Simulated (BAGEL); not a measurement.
**CH5BFNO (SMILES COB(N)F): a chain of runs**

Aim: a single-point energy (HF/def2-SVP), then the energy (NEVPT2(2,2)/def2-SVP), then a single-point energy (CASPT2(2,2)/def2-SVP) of CH5BFNO. 

The calculation is run with BAGEL 1.2.2.

**1. The molecule**

CH5BFNO: 10 atoms, total charge 0, spin state singlet. SMILES: `COB(N)F`. One bond was lengthened or shortened from a relaxed shape.

Bond lengths: C1–O2 1.616 Å, O2–B3 1.359 Å, B3–N4 1.405 Å, B3–F5 1.338 Å, C1–H6 1.096 Å, C1–H7 1.096 Å, C1–H8 1.090 Å, N4–H9 1.003 Å, N4–H10 1.004 Å. Some angles: C1–O2–B3 120.8°, O2–B3–N4 125.0°, O2–B3–F5 116.2°, N4–B3–F5 118.8°, O2–C1–H6 111.5°, O2–C1–H7 111.5°, O2–C1–H8 108.0°, B3–N4–H9 124.2°, B3–N4–H10 121.4°, H6–C1–H7 109.0°.

**2. A single-point energy at HF/def2-SVP (density fitting with svp-jkfit) (run 1)**

input.json

```json
{ "bagel" : [

{
  "title" : "molecule",
  "basis" : "svp",
  "df_basis" : "svp-jkfit",
  "angstrom" : true,
  "geometry" : [
    { "atom" : "C", "xyz" : [      -1.519770,       0.285757,      -0.381687 ] },
    { "atom" : "O", "xyz" : [      -0.091800,       0.111300,      -1.118500 ] },
    { "atom" : "B", "xyz" : [       1.035100,      -0.141800,      -0.402100 ] },
    { "atom" : "N", "xyz" : [       1.089100,      -0.275300,       0.995100 ] },
    { "atom" : "F", "xyz" : [       2.166400,      -0.269400,      -1.105200 ] },
    { "atom" : "H", "xyz" : [      -1.511070,       1.130157,       0.316913 ] },
    { "atom" : "H", "xyz" : [      -1.805570,      -0.622543,       0.161013 ] },
    { "atom" : "H", "xyz" : [      -2.271670,       0.480057,      -1.146487 ] },
    { "atom" : "H", "xyz" : [       0.293200,      -0.194900,       1.599400 ] },
    { "atom" : "H", "xyz" : [       1.953900,      -0.463200,       1.468800 ] }
  ]
},

{ "title" : "hf" },

{ "title" : "print", "file" : "orbitals.molden", "orbitals" : true }

]}
```

Command:

```
$ BAGEL_NUM_THREADS=1 BAGEL input.json > input.out
```

Log:

```text
* using 1 threads per process

  ===============================================================
  ===============================================================

  *** Geometry ***

  { "atom" : "C", "xyz" : [     -2.871949,      0.540002,     -0.721284 ] },
  { "atom" : "O", "xyz" : [     -0.173477,      0.210327,     -2.113659 ] },
  { "atom" : "B", "xyz" : [      1.956056,     -0.267963,     -0.759859 ] },
  { "atom" : "N", "xyz" : [      2.058101,     -0.520242,      1.880466 ] },
  { "atom" : "F", "xyz" : [      4.093903,     -0.509092,     -2.088525 ] },
  { "atom" : "H", "xyz" : [     -2.855508,      2.135687,      0.598879 ] },
  { "atom" : "H", "xyz" : [     -3.412033,     -1.176436,      0.304270 ] },
  { "atom" : "H", "xyz" : [     -4.292834,      0.907176,     -2.166546 ] },
  { "atom" : "H", "xyz" : [      0.554068,     -0.368308,      3.022428 ] },
  { "atom" : "H", "xyz" : [      3.692336,     -0.875321,      2.775630 ] },

  Number of auxiliary basis functions:      471

  Since a DF basis is specified, we compute 2- and 3-index integrals:
    o Being stored without compression. Storage requirement is 0.034 GB

  Number of basis functions:       95
  Number of electrons      :       40

    * METHOD: MOLECULE                             0.19

  *** RHF ***

  === Nuclear Repulsion ===
   169.8467387952

      * DIIS with orbital gradients will be used.

  === RHF iteration (svp) ===
      0       -293.85209063          0.01936696           0.05
      1       -294.04896393          0.01121509           0.05
      2       -294.11877103          0.00151374           0.05
      3       -294.12023931          0.00069470           0.05
      4       -294.12050874          0.00010138           0.05
      5       -294.12051649          0.00002972           0.05
      6       -294.12051744          0.00001365           0.05
      7       -294.12051767          0.00000466           0.05
      8       -294.12051769          0.00000166           0.05
      9       -294.12051770          0.00000068           0.05
     10       -294.12051770          0.00000034           0.05
     11       -294.12051770          0.00000010           0.05
     12       -294.12051770          0.00000004           0.05
     13       -294.12051770          0.00000002           0.05
     14       -294.12051770          0.00000001           0.05
    * SCF iteration converged.

    * Permanent dipole moment:
           (    1.112077,    -0.062378,    -1.400140) a.u.

    * METHOD: HF                                   0.90

    * METHOD: PRINT                                0.02

  ===============================================================
```

It took 1.2 s on 1 thread of Arm Neoverse V2, shared host; peak memory 0.15 GiB.

**3. A single-point energy at NEVPT2(2,2)/def2-SVP (density fitting with svp-jkfit) (run 2)**

calc.json

```json
{ "bagel": [

{
  "title": "molecule",
  "basis": "svp",
  "df_basis": "svp-jkfit",
  "angstrom": true,
  "geometry": [
    { "atom": "C", "xyz": [   -1.519770,    0.285757,   -0.381687 ] },
    { "atom": "O", "xyz": [   -0.091800,    0.111300,   -1.118500 ] },
    { "atom": "B", "xyz": [    1.035100,   -0.141800,   -0.402100 ] },
    { "atom": "N", "xyz": [    1.089100,   -0.275300,    0.995100 ] },
    { "atom": "F", "xyz": [    2.166400,   -0.269400,   -1.105200 ] },
    { "atom": "H", "xyz": [   -1.511070,    1.130157,    0.316913 ] },
    { "atom": "H", "xyz": [   -1.805570,   -0.622543,    0.161013 ] },
    { "atom": "H", "xyz": [   -2.271670,    0.480057,   -1.146487 ] },
    { "atom": "H", "xyz": [    0.293200,   -0.194900,    1.599400 ] },
    { "atom": "H", "xyz": [    1.953900,   -0.463200,    1.468800 ] }
  ]
},
{
  "title": "hf"
},
{
  "title": "casscf",
  "nstate": 1,
  "nact": 2,
  "nclosed": 19,
  "nspin": 0,
  "active": [7, 24],
  "maxiter": 200,
  "natocc": true
},
{
  "title": "nevpt2",
  "nstate": 1,
  "nact": 2,
  "nclosed": 19,
  "nspin": 0,
  "active": [7, 24],
  "maxiter": 200,
  "natocc": true,
  "ncore": 5
},
{
  "title": "print",
  "file": "orbitals.molden",
  "orbitals": true
}

]}
```

Command:

```
$ BAGEL_NUM_THREADS=1 BAGEL calc.json > calc.out
```

Log:

```text
* using 1 threads per process

  ===============================================================
  ===============================================================

  *** Geometry ***

  { "atom" : "C", "xyz" : [     -2.871949,      0.540002,     -0.721284 ] },
  { "atom" : "O", "xyz" : [     -0.173477,      0.210327,     -2.113659 ] },
  { "atom" : "B", "xyz" : [      1.956056,     -0.267963,     -0.759859 ] },
  { "atom" : "N", "xyz" : [      2.058101,     -0.520242,      1.880466 ] },
  { "atom" : "F", "xyz" : [      4.093903,     -0.509092,     -2.088525 ] },
  { "atom" : "H", "xyz" : [     -2.855508,      2.135687,      0.598879 ] },
  { "atom" : "H", "xyz" : [     -3.412033,     -1.176436,      0.304270 ] },
  { "atom" : "H", "xyz" : [     -4.292834,      0.907176,     -2.166546 ] },
  { "atom" : "H", "xyz" : [      0.554068,     -0.368308,      3.022428 ] },
  { "atom" : "H", "xyz" : [      3.692336,     -0.875321,      2.775630 ] },

  Number of auxiliary basis functions:      471

  Since a DF basis is specified, we compute 2- and 3-index integrals:
    o Being stored without compression. Storage requirement is 0.034 GB

  Number of basis functions:       95
  Number of electrons      :       40

    * METHOD: MOLECULE                             0.20

  *** RHF ***

  === Nuclear Repulsion ===
   169.8467387952

      * DIIS with orbital gradients will be used.

  === RHF iteration (svp) ===
      0       -293.85209063          0.01936696           0.05
      1       -294.04896393          0.01121509           0.05
      2       -294.11877103          0.00151374           0.05
      3       -294.12023931          0.00069470           0.05
      4       -294.12050874          0.00010138           0.05
      5       -294.12051649          0.00002972           0.05
      6       -294.12051744          0.00001365           0.05
      7       -294.12051767          0.00000466           0.05
      8       -294.12051769          0.00000166           0.05
      9       -294.12051770          0.00000068           0.05
     10       -294.12051770          0.00000034           0.05
     11       -294.12051770          0.00000010           0.05
     12       -294.12051770          0.00000004           0.05
     13       -294.12051770          0.00000002           0.05
     14       -294.12051770          0.00000001           0.05
    * SCF iteration converged.

    * Permanent dipole moment:
           (    1.112077,    -0.062378,    -1.400140) a.u.

    * METHOD: HF                                   0.92

  ---------------------------
      CASSCF calculation
  ---------------------------

    ==== Active orbitals : =====
         Orbital 7
         Orbital 24
    ============================

    * nstate   :      1
    * nclosed  :     19
    * nact     :      2
    * nvirt    :     74
  === CASSCF iteration (svp) ===

    * Using the second-order algorithm

      0  0      -294.12065730     3.75e-05      0.02

      1  0      -294.12565489     6.04e-04      0.24

      2  0      -294.14306214     1.11e-03      0.32

      3  0      -294.14823341     6.86e-04      0.36

      4  0      -294.14878594     3.85e-04      0.34

      5  0      -294.14883424     1.74e-04      0.36

      6  0      -294.14884037     7.21e-05      0.35

      7  0      -294.14884130     2.89e-05      0.36

      8  0      -294.14884144     1.15e-05      0.35

      9  0      -294.14884146     4.53e-06      0.36

     10  0      -294.14884147     1.79e-06      0.36

     11  0      -294.14884147     7.06e-07      0.36

     12  0      -294.14884147     2.79e-07      0.35

     13  0      -294.14884147     1.10e-07      0.32

     14  0      -294.14884147     4.34e-08      0.30

     15  0      -294.14884147     1.71e-08      0.28

     16  0      -294.14884147     6.74e-09      0.27

    * Second-order optimization converged. *

     guess   0:   closed 1.                   open ..

  === FCI iteration ===

      0  0      -294.11964992     1.02e-01      0.00
      1  0      -294.14865940     6.35e-03      0.00
      2  0 *    -294.14884147     8.35e-16      0.00

     * ci vector, state   0, <S^2> = 0.0000
       2.     0.9897962572
       .2    -0.1424898916

    * METHOD: CASSCF                               5.41

    * freezing 5 orbitals

  === DF-NEVPT2 calculation ===

    * 3-index integral transformation done
    * assembly done

      NEVPT2 correlation energy:   -0.7323523236      0.27

          (+0)     -0.6193230706
          (+0)'    -0.0459671377
          (+1)     -0.0115966324
          (+1)'    -0.0000000000
          (+2)     -0.0008725587
          (-1)     -0.0497937596
          (-1)'     0.0000000000
          (-2)     -0.0047991646

      NEVPT2 total energy:       -294.8811937899

    * METHOD: NEVPT2                               0.38

    * METHOD: PRINT                                0.02

  ===============================================================
```

Wall time 7.2 s (1 thread of Arm Neoverse V2, shared host); peak memory 0.15 GiB.

**4. A single-point energy at CASPT2(2,2)/def2-SVP (density fitting with svp-jkfit) (run 3)**

calc.json

```json
{ "bagel" : [

{
  "title" : "molecule",
  "basis" : "svp",
  "df_basis" : "svp-jkfit",
  "angstrom" : true,
  "geometry" : [
    { "atom" : "C", "xyz" : [   -1.519770,    0.285757,   -0.381687 ] },
    { "atom" : "O", "xyz" : [   -0.091800,    0.111300,   -1.118500 ] },
    { "atom" : "B", "xyz" : [    1.035100,   -0.141800,   -0.402100 ] },
    { "atom" : "N", "xyz" : [    1.089100,   -0.275300,    0.995100 ] },
    { "atom" : "F", "xyz" : [    2.166400,   -0.269400,   -1.105200 ] },
    { "atom" : "H", "xyz" : [   -1.511070,    1.130157,    0.316913 ] },
    { "atom" : "H", "xyz" : [   -1.805570,   -0.622543,    0.161013 ] },
    { "atom" : "H", "xyz" : [   -2.271670,    0.480057,   -1.146487 ] },
    { "atom" : "H", "xyz" : [    0.293200,   -0.194900,    1.599400 ] },
    { "atom" : "H", "xyz" : [    1.953900,   -0.463200,    1.468800 ] }
  ]
},
{ "title" : "hf" },
{ "title" : "casscf", "nstate" : 1, "nact" : 2, "nclosed" : 19, "active" : [7, 24], "maxiter" : 200, "natocc" : true },
{ "title" : "print", "file" : "orbitals.molden", "orbitals" : true },
{ "title" : "smith", "method" : "caspt2", "ms" : true, "xms" : true, "sssr" : true, "shift" : 0.2, "shift_imag" : true, "ncore" : 5 }

]}
```

Command:

```
$ BAGEL_NUM_THREADS=1 BAGEL calc.json > calc.out
```

Log:

```text
* using 1 threads per process

  ===============================================================
  ===============================================================

  *** Geometry ***

  { "atom" : "C", "xyz" : [     -2.871949,      0.540002,     -0.721284 ] },
  { "atom" : "O", "xyz" : [     -0.173477,      0.210327,     -2.113659 ] },
  { "atom" : "B", "xyz" : [      1.956056,     -0.267963,     -0.759859 ] },
  { "atom" : "N", "xyz" : [      2.058101,     -0.520242,      1.880466 ] },
  { "atom" : "F", "xyz" : [      4.093903,     -0.509092,     -2.088525 ] },
  { "atom" : "H", "xyz" : [     -2.855508,      2.135687,      0.598879 ] },
  { "atom" : "H", "xyz" : [     -3.412033,     -1.176436,      0.304270 ] },
  { "atom" : "H", "xyz" : [     -4.292834,      0.907176,     -2.166546 ] },
  { "atom" : "H", "xyz" : [      0.554068,     -0.368308,      3.022428 ] },
  { "atom" : "H", "xyz" : [      3.692336,     -0.875321,      2.775630 ] },

  Number of auxiliary basis functions:      471

  Since a DF basis is specified, we compute 2- and 3-index integrals:
    o Being stored without compression. Storage requirement is 0.034 GB

  Number of basis functions:       95
  Number of electrons      :       40

    * METHOD: MOLECULE                             0.20

  *** RHF ***

  === Nuclear Repulsion ===
   169.8467387952

      * DIIS with orbital gradients will be used.

  === RHF iteration (svp) ===
      0       -293.85209063          0.01936696           0.05
      1       -294.04896393          0.01121509           0.05
      2       -294.11877103          0.00151374           0.05
      3       -294.12023931          0.00069470           0.05
      4       -294.12050874          0.00010138           0.05
      5       -294.12051649          0.00002972           0.05
      6       -294.12051744          0.00001365           0.05
      7       -294.12051767          0.00000466           0.05
      8       -294.12051769          0.00000166           0.05
      9       -294.12051770          0.00000068           0.05
     10       -294.12051770          0.00000034           0.05
     11       -294.12051770          0.00000010           0.05
     12       -294.12051770          0.00000004           0.05
     13       -294.12051770          0.00000002           0.05
     14       -294.12051770          0.00000001           0.05
    * SCF iteration converged.

    * Permanent dipole moment:
           (    1.112077,    -0.062378,    -1.400140) a.u.

    * METHOD: HF                                   0.91

  ---------------------------
      CASSCF calculation
  ---------------------------

    ==== Active orbitals : =====
         Orbital 7
         Orbital 24
    ============================

    * nstate   :      1
    * nclosed  :     19
    * nact     :      2
    * nvirt    :     74
  === CASSCF iteration (svp) ===

    * Using the second-order algorithm

      0  0      -294.12065730     3.75e-05      0.02

      1  0      -294.12565489     6.04e-04      0.24

      2  0      -294.14306214     1.11e-03      0.32

      3  0      -294.14823341     6.86e-04      0.35

      4  0      -294.14878594     3.85e-04      0.33

      5  0      -294.14883424     1.74e-04      0.36

      6  0      -294.14884037     7.21e-05      0.36

      7  0      -294.14884130     2.89e-05      0.36

      8  0      -294.14884144     1.15e-05      0.36

      9  0      -294.14884146     4.53e-06      0.36

     10  0      -294.14884147     1.79e-06      0.36

     11  0      -294.14884147     7.06e-07      0.36

     12  0      -294.14884147     2.79e-07      0.34

     13  0      -294.14884147     1.10e-07      0.32

     14  0      -294.14884147     4.34e-08      0.30

     15  0      -294.14884147     1.71e-08      0.28

     16  0      -294.14884147     6.74e-09      0.26

    * Second-order optimization converged. *

     guess   0:   closed 1.                   open ..

  === FCI iteration ===

      0  0      -294.11964992     1.02e-01      0.00
      1  0      -294.14865940     6.35e-03      0.00
      2  0 *    -294.14884147     8.35e-16      0.00

     * ci vector, state   0, <S^2> = 0.0000
       2.     0.9897962572
       .2    -0.1424898916

    * METHOD: CASSCF                               5.39

    * METHOD: PRINT                                0.02

  === SMITH program ===

    * freezing 5 orbitals

    * Approximate memory requirement for SMITH calulation per MPI process:
      o Storage requirement for T-amplitude, lambda, and residual is 0.04 GB
      o Storage requirement for MO integrals is 0.01 GB
    * Calculating and saving rdm4f

    * Zeroth order energy : state  0       -1.2553622351

    * CASPT2 iteration is performed using orthogonal basis

      -------------------------------------------  CASPT2 iteration  ---------------------------------------------------
       #      aibj      arbs      arbi      airj      risj      airs      arst      rist         Etot      error   time
      ------------------------------------------------------------------------------------------------------------------

       0  -0.61888  -0.00556  -0.05030  -0.01242  -0.00122  -0.04076  -0.00000  -0.00000   -0.7291380  0.0020026   0.14
       1  -0.61919  -0.00562  -0.05063  -0.01264  -0.00131  -0.04175  -0.00000  -0.00000   -0.7311416  0.0003413   0.12
       2  -0.61923  -0.00562  -0.05059  -0.01265  -0.00131  -0.04181  -0.00000  -0.00000   -0.7312221  0.0000659   0.12
       3  -0.61923  -0.00562  -0.05059  -0.01264  -0.00132  -0.04182  -0.00000  -0.00000   -0.7312243  0.0000140   0.13
       4  -0.61923  -0.00562  -0.05059  -0.01264  -0.00132  -0.04182  -0.00000  -0.00000   -0.7312244  0.0000030   0.13
       5  -0.61923  -0.00562  -0.05059  -0.01264  -0.00132  -0.04182  -0.00000  -0.00000   -0.7312244  0.0000006   0.13

      ------------------------------------------------------------------------------------------------------------------

    * CASPT2 energy : state  0     -294.8825355002
        w/o shift correction       -294.8800658753
        reference weight              0.8356256469

    * METHOD: SMITH                                1.05

  ===============================================================
```

Run time: 7.8 s. Hardware: 1 thread of Arm Neoverse V2, shared host; peak memory 0.32 GiB.

**5. Outcome**

| quantity | value |
| --- | --- |
| run 1, HF/def2-SVP: total energy | -294.12052 Eh |
| run 1, HF/def2-SVP: dipole moment | 4.55 D |
| run 1, HF/def2-SVP: HOMO energy | -11.49 eV |
| run 1, HF/def2-SVP: LUMO energy | 4.32 eV |
| run 1, HF/def2-SVP: HOMO–LUMO gap | 15.80 eV |
| run 2, NEVPT2(2,2)/def2-SVP: total energy | -294.88119 Eh |
| run 3, CASPT2(2,2)/def2-SVP: total energy | -294.88254 Eh |
